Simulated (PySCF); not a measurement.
**KSb: from the state search to spectroscopic constants**

An exercise on one series of results from a longer session: the logs are not shown, and one member is left open.

Program: PySCF 2.14.0. Level of theory: K x2c-SVPall, Sb x2c-SVPall, spin-free X2C with a Gaussian nucleus. These are calculated values, not measurements.

Set-up of the first run:

Settings of the job:

```json
{"atoms": "K, Sb", "charge": "0", "basis": "K x2c-SVPall, Sb x2c-SVPall", "Hamiltonian": "spin-free X2C with a Gaussian nucleus", "basis functions": "60", "electrons treated": "70", "masses in u": "38.9637, 120.9038", "levels": "PBE0, PBE, r²SCAN, BP86, M06-L, BHandHLYP, LC-ωPBE, HF, MP2, SCS-MP2, CCSD, CCSD(T)", "grid": "80 radial by 434 angular points", "occupations": "held fixed by the projection of orbital angular momentum", "dissociation limit": "K + Sb, each in its ground configuration", "starting distance in angstrom": "3.310", "values of 2S to try": "0, 2, 4"}
```

On the command line:

```
> OMP_NUM_THREADS=1 python dia.py task.json out
```

Steps of the session up to this table: The job; PBE0 along the bond; Excited determinants; PBE; r²SCAN; BP86 (GGA); M06-L; BHandHLYP; LC-ωPBE (range-separated hybrid); ROHF (mean field); Correlated methods on the Hartree–Fock reference.

One table of the session follows, with a row left open; its other results are not shown here.

Energy (eV) from each level's lowest point:

```
R (Å)   ROHF  ROHF-MP2  ROHF-SCS-MP2  ROHF-CCSD  ROHF-CCSD(T)
2.869  0.542     0.471         0.488        n/a           n/a
3.002  0.261     0.219         0.230      0.240         0.243
3.136  0.098     0.077         0.083      0.092         0.095
3.236  0.032     0.022         0.025      0.031         0.034
3.336      ?         ?             ?          ?             ?
3.436  0.000     0.004         0.001      0.000         0.000
3.570  0.030     0.039         0.033      0.024         0.022
3.736  0.106     0.118         0.107      0.086         0.080
3.937  0.232     0.245         0.230      0.187         0.176
4.203  0.434     0.444         0.422        n/a           n/a
```

Estimate the missing values for R (Å) = 3.336.

Worked estimate for «ROHF». A straight line through the neighbours (3.236, 0.032) and (3.436, 0.000) gives 0.032 + (0.000 − 0.032) × (3.336 − 3.236) / (3.436 − 3.236) = 0.016; a parabola fitted to 4 rows on both sides gives 0.003.

**Answer.** ROHF: 0.002; ROHF-MP2: 0.000; ROHF-SCS-MP2: 0.000; ROHF-CCSD: 0.003; ROHF-CCSD(T): 0.005. In «ROHF» the line misses by +0.014 and the parabola by +0.001.
